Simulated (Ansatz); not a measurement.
# C2H10O2SSi2: a ladder of functionals and wavefunction methods

An exercise on one series of results from a longer session: the logs are not shown, and one member is left open.

Program: Ansatz 0.2.0, Gaussian basis. Level of theory: functionals in def2-TZVPP, the program's frozen cores in correlated methods. These are calculated values, not measurements.

Levels to be run: PBE-D4, r2SCAN-D4, PBE0-D4, B3LYP-D4, ωB97X-V, ωB97M-V, B2PLYP; CCSD(T)/def2-TZVPP; MP2/def2-QZVPP; extrapolation to the limit.

### The relaxed structure

The geometry comes from an earlier relaxation with PBE0-D4 in a triple-zeta def2 set; it is a stationary point, not always the lowest conformer.

17 atoms, charge 0, spin multiplicity 1.

Atoms are counted from 1 here; the program's logs count them from 0.

Bond lengths: C1–O2 1.410 Å, C1–H8 1.096 Å, C1–H9 1.095 Å, C1–H10 1.091 Å, O2–Si3 1.642 Å, Si3–S4 2.118 Å, Si3–H11 1.486 Å, Si3–H12 1.489 Å, S4–Si5 2.146 Å, Si5–O6 1.633 Å, Si5–H13 1.482 Å, Si5–H14 1.478 Å, O6–C7 1.408 Å, C7–H15 1.095 Å, C7–H16 1.091 Å, C7–H17 1.095 Å. Angles: O2–C1–H8 111.7°, O2–C1–H9 111.2°, O2–C1–H10 108.2°, H8–C1–H9 108.6°, H8–C1–H10 108.6°, H9–C1–H10 108.5°, C1–O2–Si3 123.0°, O2–Si3–S4 108.4°, O2–Si3–H11 112.2°, O2–Si3–H12 108.2°, S4–Si3–H11 107.3°, S4–Si3–H12 112.0°, H11–Si3–H12 108.8°, Si3–S4–Si5 101.2°, S4–Si5–O6 115.0°, S4–Si5–H13 109.9°, S4–Si5–H14 103.1°, O6–Si5–H13 109.8° and more.

The first run:

Input file in.yaml:

```yaml
crystal:
  periodic: [false, false, false]
  atoms:
    - {symbol: C, position_ang: [1.391945, -0.732591, 1.734039]}
    - {symbol: O, position_ang: [1.206714, -0.624073, 0.340814]}
    - {symbol: Si, position_ang: [0.398053, -1.745677, -0.543990]}
    - {symbol: S, position_ang: [0.005412, -0.929327, -2.458179]}
    - {symbol: Si, position_ang: [-0.284530, 1.141181, -1.975569]}
    - {symbol: O, position_ang: [-1.548004, 1.449238, -0.987600]}
    - {symbol: C, position_ang: [-1.541259, 1.347309, 0.416882]}
    - {symbol: H, position_ang: [0.454955, -0.974942, 2.249365]}
    - {symbol: H, position_ang: [2.132855, -1.501750, 1.975896]}
    - {symbol: H, position_ang: [1.755531, 0.226915, 2.105395]}
    - {symbol: H, position_ang: [1.194998, -2.983064, -0.746945]}
    - {symbol: H, position_ang: [-0.855138, -2.095508, 0.180186]}
    - {symbol: H, position_ang: [0.957119, 1.700857, -1.391241]}
    - {symbol: H, position_ang: [-0.613851, 1.747456, -3.282975]}
    - {symbol: H, position_ang: [-0.578913, 1.653139, 0.841055]}
    - {symbol: H, position_ang: [-2.322765, 1.999933, 0.810000]}
    - {symbol: H, position_ang: [-1.753121, 0.320893, 0.732857]}
basis:
  gaussian: {orbitals: def2-TZVPP}
hamiltonian: {xc: pbe, dispersion: d4}
output: {forces: true, orbitals: {seedname: orbitals}}
```

Among the steps run: PBE-D4 (GGA); r2SCAN-D4 (meta-GGA); PBE0-D4 (hybrid); B3LYP-D4 (hybrid); ωB97X-V (range-separated); ωB97M-V (range-separated); B2PLYP (double hybrid); CCSD(T) in def2-TZVPP; MP2 in def2-QZVPP.

One table of the session follows, with a row left open; its other results are not shown here.

| method | atomisation energy (kJ/mol) |
| --- | --- |
| PBE-D4 | 6228.5 |
| r2SCAN-D4 | 6185.5 |
| PBE0-D4 | 6143.8 |
| B3LYP-D4 | 6163.2 |
| ωB97X-V | 6207.0 |
| ωB97M-V | 6197.4 |
| B2PLYP | ? |
| HF/def2-TZVPP | 4528.3 |
| MP2/def2-TZVPP | 6099.4 |
| CCSD/def2-TZVPP | 5932.8 |
| CCSD(T)/def2-TZVPP | 6016.8 |
| MP2/CBS | 6270.9 |
| CCSD(T)/CBS | 6188.3 |

Q: Estimate the row for B2PLYP from the others.

**Answer.** atomisation energy (kJ/mol): 6090.3. In the column «atomisation energy (kJ/mol)» it lies between CCSD(T)/def2-TZVPP (6016.8) and MP2/def2-TZVPP (6099.4).

Caveats from the session: Free atoms (2 C, 2 O, 2 Si, 1 S, 10 H) were run apart at each level; the atomisation energy is their sum less the molecule, without zero-point or spin-orbit terms.
